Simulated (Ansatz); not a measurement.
# K2NaRhF6: a K atom hops into a vacancy

One K atom is taken out of one cell of K2NaRhF6. How high is the barrier for its neighbour K1, 4.17 Å away, to move into the hole? The program relaxes both ends, then the band.

Method: DFT PBEsol, plane waves, PAW, scalar-relativistic, no spin polarisation, in Ansatz 0.2.0.

### Step 1. Starting point

The cell holds 9 atoms (F6KNaRh): a = 5.956 Å, b = 5.956 Å, c = 5.956 Å, α = 60.00°, β = 60.00°, γ = 60.00°.

The empty site lies at (6.30, 6.30, 10.46) Å, and K1 starts at (6.28, 6.30, 6.29) Å. All atoms were shaken by about 0.02 Å to break the symmetry.

As a file:

```cif
data_structure
_symmetry_space_group_name_H-M 'P 1'
_symmetry_Int_Tables_number 1
_cell_length_a 5.9555
_cell_length_b 5.9555
_cell_length_c 5.9555
_cell_angle_alpha 60.000
_cell_angle_beta 60.000
_cell_angle_gamma 60.000
_cell_volume 149.37
loop_
_atom_site_label
_atom_site_type_symbol
_atom_site_fract_x
_atom_site_fract_y
_atom_site_fract_z
_atom_site_occupancy
K1 K 0.74882 0.74454 0.74694 1
F1 F 0.76115 0.24176 0.23831 1
F2 F 0.23223 0.75530 0.24345 1
F3 F 0.24502 0.76086 0.76457 1
F4 F 0.75989 0.24180 0.75799 1
F5 F 0.23270 0.23555 0.76384 1
F6 F 0.76207 0.75700 0.24277 1
Rh1 Rh 0.00370 0.00439 0.99763 1
Na1 Na 0.50213 0.50263 0.49653 1
```

### Step 2. Relaxing the ends and the band

crystal.atoms is the first end and neb.final_atoms the second, which differs in K1 alone.

The input, input.yaml:

```yaml
crystal:
  lattice:
    - [0.0, 4.211207, 4.211207]
    - [4.211207, 0.0, 4.211207]
    - [4.211207, 4.211207, 0.0]
  atoms:
    - { symbol: K, position: [0.74881692, 0.74454224, 0.74694413] }
    - { symbol: F, position: [0.76115352, 0.24176383, 0.23831424] }
    - { symbol: F, position: [0.23223069, 0.75529799, 0.24344572] }
    - { symbol: F, position: [0.24501655, 0.76086388, 0.7645714] }
    - { symbol: F, position: [0.7598876, 0.24179832, 0.75798938] }
    - { symbol: F, position: [0.23270244, 0.2355514, 0.76384366] }
    - { symbol: F, position: [0.7620703, 0.75700372, 0.24276562] }
    - { symbol: Rh, position: [0.00369662, 0.00438643, -0.0023722] }
    - { symbol: Na, position: [0.50212923, 0.50263073, 0.49652886] }
kpoints:
  mp_grid: { grid: [3, 3, 3] }
magnetization:
  spin_polarized: false
scf:
  occupations: { method: fermi_dirac, width: 0.05 }
hamiltonian:
  pseudopotentials: { kind: paw }
  xc: pbesol
basis:
  ecutwfc: 420
neb:
  images: 3
  relax_end_points: true
  climbing: true
  f_tol: 0.1
  max_iterations: 40
  order_check: false
  final_atoms:
    - { symbol: K, position: [1.24289184, 1.24192155, 0.25391044] }
    - { symbol: F, position: [0.76115352, 0.24176383, 0.23831424] }
    - { symbol: F, position: [0.23223069, 0.75529799, 0.24344572] }
    - { symbol: F, position: [0.24501655, 0.76086388, 0.7645714] }
    - { symbol: F, position: [0.7598876, 0.24179832, 0.75798938] }
    - { symbol: F, position: [0.23270244, 0.2355514, 0.76384366] }
    - { symbol: F, position: [0.7620703, 0.75700372, 0.24276562] }
    - { symbol: Rh, position: [0.00369662, 0.00438643, -0.0023722] }
    - { symbol: Na, position: [0.50212923, 0.50263073, 0.49652886] }
```

Launch:

```
ansatz run input.yaml --threads 4 --pin off --max-ram 8192MiB --backend cpu --events-out ev --progress --plain --runs-dir out
```

Q: Predict the outcome of this session. Wanted: relaxation of the ends; barrier forwards; barrier backwards; second end relative to first; highest image.

The runs gave:

```
                    quantity                                                                   value
      relaxation of the ends  0.580 eV lower, moves up to 0.11 Å; 0.583 eV lower, moves up to 0.11 Å
            barrier forwards                                                                 1.71 eV
           barrier backwards                                                                 1.71 eV
second end relative to first                                                                0.000 eV
               highest image                                                   2 of 0 to 4, climbing
             band iterations                                                                       4
```

**Reading.** Along this path the system climbs 1.71 eV from the first end (66 kT at 300 K); with a typical attempt rate of 10^13 per second that is roughly 10^-16 events a second. The ends differ by 1 meV at most. The input switches the test of curvatures off, so the top was not shown to be a first-order saddle. The top still moved by 5 meV in the last iteration, which bounds the digits to trust. In 9 atoms the vacancy feels its images, and neither cell size nor mesh was tested.
